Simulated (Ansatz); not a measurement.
# Zn18Br: the cost of one run

Method: DFT PBEsol, plane waves, PAW, scalar-relativistic, no spin polarisation, in Ansatz 0.2.0.

## (1) Starting point

The cell holds 19 atoms (BrZn18): a = 5.320 Å, b = 7.980 Å, c = 15.937 Å, α = 90.00°, β = 90.00°, γ = 60.00°.

Coordinates:

```
CELL_PARAMETERS angstrom
5.32000 0.00000 0.00000
3.99000 6.91088 0.00000
0.00000 0.00000 15.93696
ATOMIC_POSITIONS crystal
Zn 0.00000 0.00000 0.06275
Zn 0.50000 0.00000 0.06275
Zn 0.00000 0.33333 0.06275
Zn 0.50000 0.33333 0.06275
Zn 0.00000 0.66667 0.06275
Zn 0.50000 0.66667 0.06275
Zn 0.83333 0.22222 0.21764
Zn 0.33333 0.22222 0.21764
Zn 0.83333 0.55556 0.21764
Zn 0.33333 0.55556 0.21764
Zn 0.83333 0.88889 0.21764
Zn 0.33333 0.88889 0.21764
Zn 0.00000 0.00000 0.37253
Zn 0.50000 0.00000 0.37253
Zn 0.00000 0.33333 0.37253
Zn 0.50000 0.33333 0.37253
Zn 0.00000 0.66667 0.37253
Zn 0.50000 0.66667 0.37253
Br 0.13698 0.78663 0.49802
```

## (2) End point A

File input.yaml:

```yaml
crystal:
  lattice:
    - [5.32, 0.0, 0.0]
    - [3.99, 6.910883, 0.0]
    - [0.0, 0.0, 15.93696]
  atoms:
    - { symbol: Zn, position: [0.0, 0.0, 0.0627472] }
    - { symbol: Zn, position: [0.5, 0.0, 0.0627472] }
    - { symbol: Zn, position: [0.0, 0.3333333, 0.0627472] }
    - { symbol: Zn, position: [0.5, 0.3333333, 0.0627472] }
    - { symbol: Zn, position: [0.0, 0.6666667, 0.0627472] }
    - { symbol: Zn, position: [0.5, 0.6666667, 0.0627472] }
    - { symbol: Zn, position: [-0.1666667, 0.2222222, 0.2176375] }
    - { symbol: Zn, position: [0.3333333, 0.2222222, 0.2176375] }
    - { symbol: Zn, position: [-0.1666667, 0.5555556, 0.2176375] }
    - { symbol: Zn, position: [0.3333333, 0.5555556, 0.2176375] }
    - { symbol: Zn, position: [-0.1666667, 0.8888889, 0.2176375] }
    - { symbol: Zn, position: [0.3333333, 0.8888889, 0.2176375] }
    - { symbol: Zn, position: [0.0, 0.0, 0.3725278] }
    - { symbol: Zn, position: [0.5, 0.0, 0.3725278] }
    - { symbol: Zn, position: [0.0, 0.3333333, 0.3725278] }
    - { symbol: Zn, position: [0.5, 0.3333333, 0.3725278] }
    - { symbol: Zn, position: [0.0, 0.6666667, 0.3725278] }
    - { symbol: Zn, position: [0.5, 0.6666667, 0.3725278] }
    - { symbol: Br, position: [0.1369817, 0.7866258, 0.4980222] }
basis:
  ecutwfc: 420.0
kpoints:
  mp_grid: { grid: [4, 3, 1] }
hamiltonian:
  xc: pbesol
scf:
  occupations: { method: gaussian, width: 0.05 }
  lower_state_search: "off"
relax:
  f_tol: 0.03
  max_steps: 60
  adjacent_minimum: "off"
  constraints: [{ sites: [0, 1, 2, 3, 4, 5] }]
output:
  write_density: true
  write_potential: true
  elf: true
  volumetric_format: npy
```

On the command line:

```
ansatz run input.yaml --threads 4 --pin off --max-ram 10240MiB --backend cpu --events-out ev --progress --plain --runs-dir out
```

Q: Estimate wall time and peak memory on 4 threads of INTEL XEON PLATINUM 8581C at 2.10GHz (Emerald Rapids), shared host.

About 48 s, with a peak of 2.1 GiB.
